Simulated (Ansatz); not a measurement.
**TiBr3 (ReO3 type): response to moved atoms and strain**

Aim: move atoms of TiBr3 (ReO3 type) or strain its cell, and read the forces, the stress and the rise in energy. The cell was built by placing the elements on the sites of a structure type; the runs don't test whether it is the stable form.

Computed with Ansatz 0.2.0 (DFT PBEsol, scalar-relativistic, plane waves, PAW, unless a step's input says otherwise).

### 1 The structure to begin with

Symmetry: Pm-3m, No. 221, cubic system. Conventional cell: a = 5.037 Å, b = 5.037 Å, c = 5.037 Å, α = 90.00°, β = 90.00°, γ = 90.00°. Ti (site symmetry m-3m) is surrounded by 6 Br at 2.52 Å. Br (site symmetry 4/mmm) has 2 Ti at 2.52 Å as nearest neighbours.

Structure file:

```cif
data_structure
_symmetry_space_group_name_H-M 'P 1'
_symmetry_Int_Tables_number 1
_cell_length_a 5.0365
_cell_length_b 5.0365
_cell_length_c 5.0365
_cell_angle_alpha 90.000
_cell_angle_beta 90.000
_cell_angle_gamma 90.000
_cell_volume 127.76
loop_
_atom_site_label
_atom_site_type_symbol
_atom_site_fract_x
_atom_site_fract_y
_atom_site_fract_z
_atom_site_occupancy
Ti1 Ti 0.00000 0.00000 0.00000 1
Br1 Br 0.50000 0.00000 0.00000 1
Br2 Br 0.00000 0.00000 0.50000 1
Br3 Br 0.00000 0.50000 0.00000 1
```

This cell comes from an earlier session at PBEsol: 31.940 Å³/atom at 0.00 GPa, on a 6×6×6 mesh.

The changes: atom 4 (Br) moved 0.02 Å along z; strain e3 = +0.03, atoms carried along.

### 2 Atom 4 (Br) moved 0.02 Å along z

File input.yaml:

```yaml
crystal:
  lattice:
    - [5.0365250566, 0.0, 0.0]
    - [0.0, 5.0365250566, 0.0]
    - [0.0, 0.0, 5.0365250566]
  atoms:
    - { symbol: Ti, position: [0.0, 0.0, 0.0], spin: 0.44 }
    - { symbol: Br, position: [0.5, 0.0, 0.0] }
    - { symbol: Br, position: [0.0, 0.0, 0.5] }
    - { symbol: Br, position: [0.0, 0.5, 0.0039709919] }
basis:
  ecutwfc: 420
  ecutrho_ratio: 4
kpoints:
  mp_grid: { grid: [6, 6, 6] }
hamiltonian:
  xc: pbesol
scf:
  occupations: { method: gaussian, width: 0.05 }
  lower_state_search: "off"
output:
  forces: true
  stress: true
  eigenvalues: true
  populations: true
  write_density: true
  write_potential: true
  elf: true
  volumetric_format: npy
magnetization:
  spin_polarized: true
checkpoint:
  read: start.run
  write: ck
  compress: false
  write_wavefunctions: false
  write_every: 100000
```

start.run holds the converged state of the cell before the atoms were moved.

On the command line:

```sh
> ansatz run input.yaml --threads 4 --pin off --max-ram 4096MiB --backend cpu --events-out ev --progress --plain --runs-dir out
```

Further steps of the session: Strain e3 = +0.03, atoms carried along.

**Question.** What will these runs give? Wanted: for each run, change; change of free energy; largest force; largest change of stress.

**Answer**, as computed:

| change | change of free energy (meV/atom) | largest force (eV/Å) | largest change of stress (GPa) |
| --- | --- | --- | --- |
| atom 4 (Br) moved 0.02 Å along z | 0.06 | 0.036 | 0.00 |
| strain e3 = +0.03, atoms carried along | 6.10 | 0.000 | 1.94 |

Moving atom 4 by 0.02 Å meets a restoring force of 0.024 eV/Å along the move, a force constant of about 1.2 eV/Å². The run «strain e3 = +0.03, atoms carried along» ended in another electronic state than the base (smearing entropy or moments differ), so its energy and stress mix the distortion with that change. Not one of these changes lowers the energy.
